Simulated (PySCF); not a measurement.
# CH8OSi2: the cost of one run

Programs: PySCF 2.14.0, with density-fitted response routines of our own. Each step states its level of theory. These are calculated values for one molecule in the gas phase, unless marked as measured. Atoms count from 0, in the outputs and in this text.

### Step 1. The molecule as given

12 atoms, charge 0, multiplicity 1; geometry from: PBE0-D3(BJ)/def2-SVP.

Bonds of the start (Å): C0–Si1 1.87, Si1–O2 1.65, O2–Si3 1.64, C0–H4 1.10, C0–H5 1.10, C0–H6 1.10, Si1–H7 1.49, Si1–H8 1.49, Si3–H9 1.50, Si3–H10 1.49, Si3–H11 1.49.

### Step 2. Shielding tensors: PBE0/6-31G*

The job: settings as JSON, then the geometry in Å.

```
{"job": {"kind": "nmr", "xc": "PBE0", "basis": "6-31G*", "pop": true}, "charge": 0, "multiplicity": 1}
C      1.913095    -0.500967     0.251730
Si     0.712445     0.744109    -0.453643
O     -0.829284     0.417679     0.045671
Si    -2.192620    -0.173600     0.748287
H      1.661437    -1.522217    -0.073424
H      2.937842    -0.278115    -0.085855
H      1.904717    -0.478603     1.352511
H      0.742883     0.704845    -1.947139
H      1.073806     2.122969    -0.003895
H     -1.865157    -1.348437     1.613514
H     -2.828175     0.883893     1.589082
H     -3.158113    -0.604576    -0.305545
```

With the program's defaults for keys left out, this is: GIAO PBE0/6-31G* NMR shielding, non-relativistic, gas phase.

The run is started by

```bash
OMP_NUM_THREADS=1 python probes_run.py task.json out
```

This one command runs all jobs of the session in turn.

**Question.** How long does this first job take on 1 thread of Arm Neoverse V1, shared host, and how much memory does it need?

About 5.7 s, with a peak of 0.45 GiB.
